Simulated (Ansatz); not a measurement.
# CH3Ge (doublet): the correlation ladder at distance Ge1–C2 = 4.673 Å, cc-pVTZ

Aim: climb from Hartree-Fock through coupled cluster and multireference methods for CH3Ge (doublet) at one geometry and basis, and see what each rung misses.

Method: cc-pVTZ, core rule «outside noble gas», up to 15 orbitals frozen; program: Ansatz 0.2.0, Gaussian basis.

The runs, in order: UHF; CCSD(T) on ROHF; CCSD(T) on UHF; BCCD(T) on ROHF; CCSDT(Q) on ROHF; CCSDT(Q) on UHF; CASSCF and NEVPT2, 3 electrons in 3 orbitals.

**1. The geometry**

The geometry derives from a PBE0/def2-TZVP stationary point (not a proven minimum). One bond is set to the value named and the two fragments are kept rigid. No spin-orbit coupling is included. The filled d shell of Ge may be among the frozen orbitals whatever the setting's name suggests.

5 atoms, charge 0, spin multiplicity 2.

Atoms are counted from 1 here; the program's logs count them from 0.

Bond lengths: Ge1–H3 1.529 Å, Ge1–H4 1.522 Å, C2–H5 1.077 Å. Angles: H3–Ge1–H4 116.3°.

**2. UHF**

The input, in.yaml:

```yaml
crystal:
  periodic: [false, false, false]
  atoms:
    - {symbol: Ge, position_ang: [0.000000, 0.034488, 0.685473]}
    - {symbol: C, position_ang: [0.000000, -0.237532, -3.979603]}
    - {symbol: H, position_ang: [0.000000, 1.361542, 1.444233]}
    - {symbol: H, position_ang: [0.000000, -1.227770, 1.535566]}
    - {symbol: H, position_ang: [0.000000, 0.211172, -4.959019]}
basis:
  gaussian: {orbitals: cc-pVTZ}
magnetization: {spin_polarized: true, initial_magnetization: 1}
hamiltonian: {xc: hf}
output: {orbitals: {seedname: orbitals}}
```

Started as:

```bash
$ ansatz run in.yaml --threads 1 --pin off --events-out ev --progress --plain --max-ram 4096MiB --backend cpu
```

After this run come: CCSD(T) on ROHF; CCSD(T) on UHF; BCCD(T) on ROHF; CCSDT(Q) on ROHF; CCSDT(Q) on UHF; CASSCF and NEVPT2, 3 electrons in 3 orbitals.

**Question.** What will the summary of the whole plan be? Wanted: UCCSDT(Q) from the RHF energy; RMP2 from UCCSDT(Q); UMP2 from UCCSDT(Q); RCCSD from UCCSDT(Q); RCCSD(T) from UCCSDT(Q); UCCSD(T) from UCCSDT(Q); RCCSDT(Q) from UCCSDT(Q); NEVPT2 pair from UCCSDT(Q); T1 diagnostic.

**Answer**, as computed:

| quantity | value |
| --- | --- |
| UCCSDT(Q) from the ROHF energy | -7.2319 eV |
| RMP2 from UCCSDT(Q) | +35.72 kcal/mol |
| UMP2 from UCCSDT(Q) | +36.18 kcal/mol |
| RCCSD from UCCSDT(Q) | +4.95 kcal/mol |
| RCCSD(T) from UCCSDT(Q) | +0.80 kcal/mol |
| UCCSD(T) from UCCSDT(Q) | +0.96 kcal/mol |
| RCCSDT(Q) from UCCSDT(Q) | -0.16 kcal/mol |
| NEVPT2 pair from UCCSDT(Q) | +32.37 kcal/mol |
| levels within 1 kcal/mol (43 meV) | RCCSD(T), UCCSD(T), BCCD(T), RCCSDT, UCCSDT, RCCSDT(Q) |
| T1 diagnostic | 0.014 |

What this shows: RCCSD(T) lands +0.80 kcal/mol from the yardstick (0.5 % of the correlation energy). Coupled cluster took another determinant than the lowest Hartree-Fock one. These misses are within one basis, not against nature; the frozen cores of restricted and unrestricted runs differ, which can shift their rows.
